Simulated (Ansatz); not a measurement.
**C₃H₇AlO₂: one species, many methods**

Aim: compute C₃H₇AlO₂ with functionals from several rungs and with coupled cluster. The yardstick is the atomisation energy at the CCSD(T) limit.

Method: functionals in def2-TZVPP, the program's frozen cores in correlated methods; program: Ansatz 0.2.0, Gaussian basis.

Plan: LDA (SPW92), PBE-D4, revPBE-D4, BLYP-D4, r2SCAN-D4, B97M-V, PBE0-D4, B3LYP-D4, r2SCANh-D4, r2SCAN0-D4, HSE06-D4, BHLYP-D4, CAM-B3LYP-D4, LC-ωPBE, ωB97X-V, ωB97M-V, B2PLYP, PBE-QIDH; CCSD(T)/def2-SVP; CCSD(T)/def2-TZVPP; MP2/def2-QZVPP; extrapolation to the limit; RPA on PBE.

## 1. Structure used throughout

All runs share one geometry, relaxed beforehand with PBE0-D4 in a triple-zeta def2 set.

SMILES `O/C=C(/O)[CH2][AlH2]`, 13 atoms, charge 0, spin multiplicity 1.

Atoms are counted from 1 here; the program's logs count them from 0.

Bond lengths: O1–C2 1.381 Å, O1–H7 0.961 Å, C2–C3 1.377 Å, C2–H8 1.086 Å, C3–O4 1.347 Å, C3–C5 1.453 Å, O4–H9 0.963 Å, C5–Al6 2.039 Å, C5–H10 1.087 Å, C5–H11 1.086 Å, Al6–H12 1.587 Å, Al6–H13 1.586 Å. Angles: C2–O1–H7 109.5°, O1–C2–C3 117.4°, O1–C2–H8 118.3°, C3–C2–H8 119.8°, C2–C3–O4 116.3°, C2–C3–C5 121.2°, O4–C3–C5 120.4°, C3–O4–H9 109.2°, C3–C5–Al6 76.4°, C3–C5–H10 114.0°, C3–C5–H11 115.4°, Al6–C5–H10 108.2°, Al6–C5–H11 124.7°, H10–C5–H11 113.2°, C5–Al6–H12 114.5°, C5–Al6–H13 119.1°, H12–Al6–H13 124.8°.

## 2. LDA

This LDA is Slater exchange with PW92 correlation.

File in.yaml:

```yaml
crystal:
  periodic: [false, false, false]
  atoms:
    - {symbol: O, position_ang: [-1.131679, 1.629366, 0.478047]}
    - {symbol: C, position_ang: [-1.228816, 0.339456, -0.006903]}
    - {symbol: C, position_ang: [-0.210382, -0.111149, -0.817143]}
    - {symbol: O, position_ang: [-0.477498, -1.201766, -1.560416]}
    - {symbol: C, position_ang: [1.161297, 0.325084, -0.615885]}
    - {symbol: Al, position_ang: [0.661599, -0.528166, 1.166957]}
    - {symbol: H, position_ang: [-1.353815, 1.638236, 1.413358]}
    - {symbol: H, position_ang: [-2.214057, -0.111884, -0.076982]}
    - {symbol: H, position_ang: [0.351066, -1.607923, -1.834654]}
    - {symbol: H, position_ang: [1.267050, 1.395471, -0.462241]}
    - {symbol: H, position_ang: [1.886997, -0.081114, -1.314008]}
    - {symbol: H, position_ang: [0.769450, -2.110869, 1.190751]}
    - {symbol: H, position_ang: [0.539187, 0.390457, 2.453918]}
basis:
  gaussian: {orbitals: def2-TZVPP}
hamiltonian: {xc: lda}
output: {orbitals: {seedname: orbitals}}
```

The runs that follow: PBE-D4 (GGA); revPBE-D4 (GGA); BLYP-D4 (GGA); r2SCAN-D4 (meta-GGA); B97M-V (meta-GGA); PBE0-D4 (hybrid); B3LYP-D4 (hybrid); r2SCANh-D4 (hybrid); r2SCAN0-D4 (hybrid); HSE06-D4 (hybrid); BHLYP-D4 (hybrid); CAM-B3LYP-D4 (range-separated); LC-ωPBE (range-separated); ωB97X-V (range-separated); ωB97M-V (range-separated); B2PLYP (double hybrid); PBE-QIDH (double hybrid); CCSD(T) in def2-SVP; CCSD(T) in def2-TZVPP; MP2 in def2-QZVPP; RPA on PBE orbitals.

**Question.** What will the summary of the whole plan be? Wanted: atomisation energy, CCSD(T)/CBS; farthest beyond LDA; mean size of error, GGA; mean size of error, meta-GGA; mean size of error, hybrid; mean size of error, range-separated; mean size of error, double hybrid; gap, smallest and largest; T1 diagnostic.

**Answer**, as computed:

```
                               quantity                                                                                       value
        atomisation energy, CCSD(T)/CBS                                                                             1166.4 kcal/mol
functionals within 5.8 kcal/mol (0.5 %)  revPBE-D4, BLYP-D4, PBE0-D4, B3LYP-D4, r2SCANh-D4, CAM-B3LYP-D4, LC-ωPBE, ωB97X-V, ωB97M-V
                    farthest beyond LDA                                                                   BHLYP-D4 (-45.4 kcal/mol)
                mean size of error, GGA                                                                               11.3 kcal/mol
           mean size of error, meta-GGA                                                                                8.5 kcal/mol
             mean size of error, hybrid                                                                               12.6 kcal/mol
    mean size of error, range-separated                                                                                2.7 kcal/mol
      mean size of error, double hybrid                                                                               11.0 kcal/mol
              gap, smallest and largest                                                   4.17 eV (LDA (SPW92)), 10.90 eV (LC-ωPBE)
                          T1 diagnostic                                                                                      0.0130
triples share of the correlation energy                                                                                       4.1 %
```

The LDA atomisation energy is off by 194.3 kcal/mol (17 %): it overbinds. PBE-D4 is off by +32.9 kcal/mol. Double hybrids carry the basis error of their MP2 part in triple zeta, and no dispersion term here, so their miss is partly the set-up's. Taken by rung, range-separated functionals do best (2.7 kcal/mol on average) and hybrid ones worst beyond LDA (12.6 kcal/mol). The mean of the hybrids holds BHLYP, with half exact exchange. Misses under about 5.8 kcal/mol are within the doubt on the reference itself, which lacks core-valence correlation, relativity and higher excitations. Hartree-Fock recovers 70 % of the binding; the rest is correlation. CCSD(T) in def2-SVP is off by -60.1 kcal/mol, which most functionals beat. The gap grows from 4.2 to 10.9 eV across the functionals, mostly with the share of exact exchange.
